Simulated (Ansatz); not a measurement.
This script makes an equation of state with a fit of ScPd, space group Pm-3m with Ansatz 0.2.0, Python API.

`scpd.py`:
```python
'''Bulk modulus of ScPd from an E(V) curve.'''

import ansatz as az
from ase.eos import EquationOfState
from ase.units import GPa
import numpy as np

vectors0 = np.array([
    [3.283, 0.0, 0.0],
    [0.0, 3.283, 0.0],
    [0.0, 0.0, 3.283],
])
sites = [
    ('Sc', [0.5, 0.5, 0.5]),
    ('Pd', [0.0, 0.0, 0.0]),
]


def make_crystal(cell):
    crystal = az.Crystal(lattice=az.Lattice.of(cell))
    for symbol, position in sites:
        crystal = crystal.atom(symbol, position)
    return crystal


def main() -> None:
    # scale the volume, keep shape and fractions
    volumes, energies, pressures = [], [], []
    for scale in np.linspace(0.94, 1.06, 7):
        cell = vectors0 * scale ** (1 / 3)
        calculation = (
            make_crystal(cell).calculation()
            .functional('r2scan')
            .pseudopotentials('paw')
            .occupations(az.OccupationsMethod.COLD, width=0.1)
            .basis(600)
            .kpoints(7, 7, 7)
            .stress()
        )
        r = calculation.run(threads=1, backend='cpu').report
        volumes.append(abs(np.linalg.det(cell)) / len(sites))
        energies.append(r['free_energy_ev'] / len(sites))
        pressures.append(np.trace(r['stress_gpa']) / 3)
        print(f'V = {volumes[-1]:8.4f} A^3/atom  F = {energies[-1]:.5f} eV/atom  P = {pressures[-1]:8.3f} GPa')

    eos = EquationOfState(volumes, energies, eos='sj')
    v0, e0, bulk = eos.fit()
    print(f'V0 = {v0:.4f} A^3/atom, E0 = {e0:.5f} eV/atom, B = {bulk / GPa:.1f} GPa')


if __name__ == '__main__':
    main()
```

Where does the minimum lie against the volume typed, and how stiff is the crystal?

A third-order Birch-Murnaghan fit through the 7 points (the script's own form differs a little) has its minimum at 17.94 Å³ an atom, 1.4 % above the typed cell, with a bulk modulus of 119 GPa and dB/dP = 4.3. From that minimum the energy rises by 40.9 meV an atom on the compressed side and 12.6 meV on the expanded side.

What the script printed:

```console
$ python scpd.py
V =  16.6307 A^3/atom  F = -4564.02806 eV/atom  P =   10.666 GPa
V =  16.9845 A^3/atom  F = -4564.04792 eV/atom  P =    7.371 GPa
V =  17.3384 A^3/atom  F = -4564.06086 eV/atom  P =    4.404 GPa
V =  17.6922 A^3/atom  F = -4564.06758 eV/atom  P =    1.731 GPa
V =  18.0461 A^3/atom  F = -4564.06870 eV/atom  P =   -0.678 GPa
V =  18.3999 A^3/atom  F = -4564.06476 eV/atom  P =   -2.846 GPa
V =  18.7538 A^3/atom  F = -4564.05628 eV/atom  P =   -4.799 GPa
V0 = 17.9426 A^3/atom, E0 = -4564.06892 eV/atom, B = 119.4 GPa
```

What to keep in mind:
- Absolute energies stand on the zero of these potentials, so only differences at equal settings mean something.
- For a metal this k-point mesh is coarse: on a finer one energies can move by several to tens of meV an atom and pressures by half a GPa or more, differences at one mesh by less.
- Pressure is positive in compression.
- The structure is a deposited one; some such entries were measured under pressure or heat, so a shift against it needn't be the functional's error alone.
- Finished in 22 s on 1 thread of Arm Neoverse V1, on a shared host, peak memory 0.47 GiB.

(Lines on the test bed's own set-up are left out of the output.)
